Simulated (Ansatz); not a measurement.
Predict the output of the script below (Ansatz's Python interface).

`ssn_states.py`:
```python
import warnings

import ansatz as az
from ase import Atoms
import numpy as np


def main() -> None:
    warnings.simplefilter("ignore", az.DeckWarning)

    atoms = Atoms(["Sn", "S"], positions=[
        (0.0, 0.0, 0.0),
        (0.0, 0.0, 2.335),
    ])
    ssn = az.Crystal.molecule_from_ase(atoms)
    symbols = [site.symbol for site in ssn.cartesian_sites]

    start = np.array([site.position_ang for site in ssn.cartesian_sites])
    for factor in [1.0, 1.25, 1.6]:
        xyz = (start - start.mean(axis=0)) * factor
        scaled = az.Crystal.molecule()
        for symbol, place in zip(symbols, xyz):
            scaled = scaled.atom(symbol, place.tolist())
        base = (
            scaled.calculation()
            .basis(gaussian="def2-SVP")
            .functional("hf")
            .spin("collinear")
        )
        for search in ("off", "standard"):
            try:
                report = base.scf(lower_state_search=search).run().report
            except az.AnsatzError as error:
                print(f"x{factor} search {search}: {type(error).__name__}")
                continue
            state = report["mean_field"]["state"]
            print(f"all distances x{factor}, search {search:8s} E = {report['free_energy_ev']:.5f} eV  <S^2> = {abs(state['spin_squared']):.3f}  other states met: {len(report['mean_field']['others'])}")


if __name__ == "__main__":
    main()
```

Running `python ssn_states.py` prints:
```text
all distances x1.0, search off      E = -16620.26434 eV  <S^2> = 0.000  other states met: 0
all distances x1.0, search standard E = -16620.26438 eV  <S^2> = 0.013  other states met: 2
all distances x1.25, search off      E = -16617.47985 eV  <S^2> = 0.000  other states met: 0
all distances x1.25, search standard E = -16619.02009 eV  <S^2> = 1.082  other states met: 11
all distances x1.6, search off      E = -16615.17476 eV  <S^2> = 0.000  other states met: 0
all distances x1.6, search standard E = -16618.25612 eV  <S^2> = 2.002  other states met: 16
```

Total energies depend on the basis set; only differences at equal settings carry meaning. The count of other states can hold repeated and symmetry-equivalent ends of the search; scaling all distances is a test, and for more than two atoms no physical path. def2 sets replace the cores of elements past krypton by effective core potentials. The expectation value of S² is noticeably off S(S+1) in at least one run, so that state is spin-contaminated. The spin state was assumed, and another may lie lower. Timing: 12 s on 1 thread of Arm Neoverse V1 (shared host), peak memory 0.17 GiB.
